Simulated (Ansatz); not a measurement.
The system is NiMoIrPdW.

```xyz
5
Lattice="4.1170 0.0000 0.0000 -2.0585 3.5655 0.0000 0.0000 0.0000 5.4458" Properties=species:S:1:pos:R:3 pbc="T T T"
Ni    0.0000    0.0000    5.2157
Mo    2.0585    1.1885    5.2367
Pd    2.0585    1.1885    2.5211
Ir    0.0000    2.3770    3.9521
W     0.0000    2.3770    1.2875
```

The cell was built by a generator and needn't be a form met in nature.

- Program: Ansatz 0.2.0
- Task: relaxation of cell and atoms
- Functional: BLYP
- Potentials or basis: Ansatz PAW
- Cutoff: 420 eV (not typed: the program's choice for these potentials)
- k mesh: 6 × 6 × 4
- Occupations: fermi-dirac, width 0.05 eV
- Spin: collinear spin, ferromagnetic start
- Starting moments: [1.0, 1.0, 0.0, 0.6, 0.0] μB

At the start: volume 15.99 Å³/atom.

Where does the relaxation end?

It ends after 7 steps and the volume is 16.71 Å³/atom (+4.5 %); space group P3m1 (No. 156, to 0.05 Å); moment 0.00 μB per cell.

Step by step:
```tsv
step	energy change (eV)	largest force (eV/Å)	volume (Å³)
1	0.0000	0.2937	79.94
2	0.0020	0.1515	87.19
3	-0.1056	0.0266	83.81
4	-0.1073	0.0121	83.48
5	-0.1073	0.0066	83.54
6	-0.1073	0.0036	83.56
7	-0.1084	0.0036	83.56
```

Final structure:
```
Ni Mo Pd Ir W
1.0
     4.17561    0.00000    0.00000
    -2.08781    3.61618    0.00000
     0.00000    0.00000    5.53394
Ni Mo Pd Ir W
1 1 1 1 1
Direct
  0.00000 0.00000 0.95678
  0.66667 0.33333 0.96481
  0.66667 0.33333 0.46254
  0.33333 0.66667 0.72455
  0.33333 0.66667 0.23577
```

Caveat: the plane-wave basis is chosen anew once the cell has moved, so the energies of steps on either side of that aren't comparable; the PAW data sets come from PBE, with cores solved anew for the run's functional, which leaves a small shift of forces and pressure; the starting moments weren't kept.
